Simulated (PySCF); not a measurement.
# SrBe+: from the state search to spectroscopic constants

The task here is to estimate one member of a computed series from the others.

Method: Sr def2-SVP with ECP28, Be def2-SVP, scalar-relativistic core potentials; program: PySCF 2.14.0.

The first run:

A driver script around PySCF takes these settings:

* atoms: Sr, Be
* charge: 1
* basis: Sr def2-SVP with ECP28, Be def2-SVP
* Hamiltonian: scalar-relativistic core potentials
* basis functions: 32
* electrons treated: 13
* masses in u: 87.9056, 9.0122
* levels: PBE0, PBE, r²SCAN, r²SCAN0, BP86, LDA, ωB97X, HF, MP2, SCS-MP2, CCSD, CCSD(T)
* grid: 80 radial by 434 angular points
* occupations: held fixed by the projection of orbital angular momentum
* dissociation limit: Sr+ + Be, each in its ground configuration
* starting distance in angstrom: 2.770
* values of 2S to try: 1, 3

Launch:

```bash
$ OMP_NUM_THREADS=1 python dia.py task.json out
```

Among the steps run: The job; The PBE0 curve of the state that the search chose; Other states along the same grid; PBE (GGA); r²SCAN (meta-GGA); r²SCAN0 (hybrid meta-GGA); BP86; LDA; ωB97X; ROHF (mean field); Adding correlation.

One of the session's tables, all rows but one given; the rest of the session is left out.

It belongs to the step «Constants by level of theory». 

```
       level  Re (Å)  ωe (cm⁻¹)  De (eV)
        ROHF   3.631      136.4    0.213
    ROHF-MP2   3.516      150.4    0.272
ROHF-SCS-MP2   3.543      144.7    0.250
   ROHF-CCSD   3.531      138.6    0.203
ROHF-CCSD(T)   3.507      144.1    0.216
         LDA   3.157      251.8     0.78
         PBE       ?          ?        ?
        BP86   3.209      235.1     0.63
      r²SCAN   3.223      238.8     0.65
        PBE0   3.216      234.9     0.60
     r²SCAN0   3.244      230.2     0.60
       ωB97X   3.266      219.1     0.50
```

**Question.** Estimate the row for PBE.

**Answer.** Re (Å): 3.190; ωe (cm⁻¹): 243.1; De (eV): 0.68. In the column «Re (Å)» it lies between LDA (3.157) and BP86 (3.209).

De is counted to Sr+ + Be in their ground configurations.
